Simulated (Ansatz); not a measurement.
# SnPb3O4: the cost of one run

Program: Ansatz 0.2.0. PAW datasets, plane waves. The structure was generated, not taken from experiment, and needn't be the ground state; spin polarisation is off.

## 1. The system as given

The cell was relaxed beforehand with r2SCAN+rVV10.

Space group Pmm2 (No. 25), orthorhombic; a = 3.926 Å, b = 7.858 Å, c = 4.961 Å in the conventional setting, 19.13 Å³ an atom. Around Pb lie 4 O at 2.32–2.33 Å; around Pb lie 4 O at 2.30–2.35 Å; around O lie 4 Pb at 2.30–2.33 Å; around O lie 1 Sn at 2.16 Å and 3 Pb at 2.33–2.35 Å; around Sn lie 4 O at 2.16–2.21 Å.

Structure file:

```
Pb O Sn
1.0
     3.92590    0.00000    0.00000
     0.00000    7.85839    0.00000
     0.00000    0.00000    4.96128
Pb O Sn
3 4 1
Direct
  0.50000 0.74469 0.75590
  0.00000 0.00000 0.23858
  0.50000 0.25531 0.75590
  0.50000 0.00000 0.99631
  0.00000 0.73871 0.00691
  0.50000 0.50000 0.01771
  0.00000 0.26129 0.00691
  0.00000 0.50000 0.22178
```

## 2. Band structure with PBE

The input, input.yaml:

```yaml
crystal:
  lattice:
    - [3.9259013133, 0.0, 0.0]
    - [0.0, 7.8583851269, 0.0]
    - [0.0, 0.0, 4.9612814029]
  atoms:
    - { symbol: Pb, position: [0.5, 0.7446887614, 0.7559041298] }
    - { symbol: Pb, position: [0.0, 0.0, 0.2385786029] }
    - { symbol: O, position: [0.5, 0.0, -0.0036910746] }
    - { symbol: O, position: [0.0, 0.738714537, 0.0069059678] }
    - { symbol: Pb, position: [0.5, 0.2553112386, 0.7559041298] }
    - { symbol: Sn, position: [0.0, 0.5, 0.2217811087] }
    - { symbol: O, position: [0.5, 0.5, 0.0177111675] }
    - { symbol: O, position: [0.0, 0.261285463, 0.0069059678] }
kpoints:
  mp_grid: { grid: [6, 4, 6] }
  band_path:
    path:
      - [[0.0, 0.0, 0.0], [0.5, 2.936173712288e-18, -3.402106269046e-34], [0.5, 0.5, 2.234755507598e-35], [2.453249958336e-35, 0.5, 3.625581819806e-34], [0.0, 0.0, 0.0], [-1.918317821798e-50, 8.672841535873e-50, 0.5], [0.5, 2.936173712288e-18, 0.5], [0.5, 0.5, 0.5], [3.735322402481e-35, 0.5, 0.5], [-1.918317821798e-50, 8.672841535873e-50, 0.5]]
      - [[0.5, 2.936173712288e-18, -3.402106269046e-34], [0.5, 2.936173712288e-18, 0.5]]
      - [[2.453249958336e-35, 0.5, 3.625581819806e-34], [3.735322402481e-35, 0.5, 0.5]]
      - [[0.5, 0.5, 2.234755507598e-35], [0.5, 0.5, 0.5]]
    npoints: 10
hamiltonian:
  xc: pbe
scf:
  occupations: { method: fermi_dirac, width: 0.02 }
  n_extra_bands: 6
output:
  forces: true
  stress: true
  eigenvalues: true
```

Started as:

```bash
ansatz run input.yaml --threads 2 --pin off --max-ram 29491MiB --backend cpu --events-out ev --progress --plain --runs-dir out
```

Q: Estimate wall time and peak memory on 2 threads of AMD EPYC 7R13 (Zen 3), shared host.

About 32 s, with a peak of 0.72 GiB.
